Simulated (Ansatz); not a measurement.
# Gold, hcp under r²SCAN: structure, energy and stiffness

Aim: take gold in the hcp structure, relax it, solve it on a dense k-mesh, switch on spin-orbit coupling, then scale the cell to 7 volumes from 88 to 112 % of the relaxed one and try a fit of the equation of state. The k-meshes are 13×13×7 for the relaxation; 20×20×11 for the dense run; 12×12×7 for spin-orbit coupling; 14×14×8 for the volumes.

This is Au in the hcp structure; at room conditions it is fcc.

Computed with Ansatz 0.2.0 (DFT r2SCAN, plane waves (500 eV) with PAW, scalar-relativistic; the PAW data stem from PBE, with regenerated cores, unless a step says otherwise).

## (1) The structure to begin with

Symmetry: P6_3/mmc, No. 194, hexagonal system. The conventional cell has a = 2.884 Å, b = 2.884 Å, c = 4.709 Å, α = 90.00°, β = 90.00°, γ = 120.00°. Au (site symmetry -6m2) has 12 Au at 2.88 Å as nearest neighbours.

As a file:

```cif
data_structure
_symmetry_space_group_name_H-M 'P 1'
_symmetry_Int_Tables_number 1
_cell_length_a 2.8837
_cell_length_b 2.8837
_cell_length_c 4.7092
_cell_angle_alpha 90.000
_cell_angle_beta 90.000
_cell_angle_gamma 120.000
_cell_volume 33.91
loop_
_atom_site_label
_atom_site_type_symbol
_atom_site_fract_x
_atom_site_fract_y
_atom_site_fract_z
_atom_site_occupancy
Au1 Au 0.33333 0.66667 0.25000 1
Au2 Au 0.66667 0.33333 0.75000 1
```

## (2) Geometry optimisation

Contents of input.yaml:

```yaml
crystal:
  lattice:
    - [2.8837471341, 0.0, 0.0]
    - [-1.441873567, 2.4973982762, 0.0]
    - [0.0, 0.0, 4.70915907]
  atoms:
    - { symbol: Au, position: [0.3333333333, 0.6666666667, 0.25] }
    - { symbol: Au, position: [0.6666666667, 0.3333333333, 0.75] }
hamiltonian:
  xc: r2scan
  pseudopotentials:
    kind: paw
    azcp:
      Au: "pseudopotentials/Au.paw.azcp"
basis:
  ecutwfc: 500
  fft_grid_basis: typed
kpoints:
  mp_grid: { grid: [13, 13, 7], shift: [0, 0, 0] }
magnetization:
  spin_polarized: false
scf:
  occupations: { method: fermi_dirac, width: 0.1 }
relax:
  max_steps: 60
  f_tol: 0.01
  cell: {}
```

Command:

```
$ ansatz run input.yaml --threads 1 --pin off --max-ram 3584MiB --backend cpu --events-out ev --progress --plain --runs-dir out
```

The runs that follow: The energy on a finer k-mesh; With spin-orbit coupling; Volume × 0.88; Volume × 0.92; Volume × 0.96; Volume × 1.0; Volume × 1.04; Volume × 1.08; Volume × 1.12.

Before running it: what results should come out? Wanted: space group; conventional cell; volume; shortest distance; gap on the mesh; relative to fcc; V₀, B₀, B₀′.

**Answer**, as computed:

```
                      quantity                                   value
space group (spins left aside)                      P6_3/mmc (No. 194)
             conventional cell  a = 2.891 Å, c = 4.851 Å (c/a = 1.678)
                        volume                          17.557 Å³/atom
             shortest distance                                 2.891 Å
               gap on the mesh            none (levels filled in part)
               relative to fcc                             +9 meV/atom
                   V₀, B₀, B₀′            17.593 Å³/atom, 150 GPa, 5.8
```

**Reading.** From the guessed start the volume grew by 3.5 % in 8 steps. Against the reference form of gold (fcc, computed apart with the same settings) it stands 9 meV/atom higher. Levels at the Fermi energy are filled in part, as in a metal. Totals with and without spin-orbit coupling (+25.0 eV/atom apart) can't be read as binding, since the two-component data shift the zero of energy. The fitted modulus is 150 GPa; letting shape and positions relax at each volume could only lower it. Relaxation kept the symmetry; phonons were not checked.
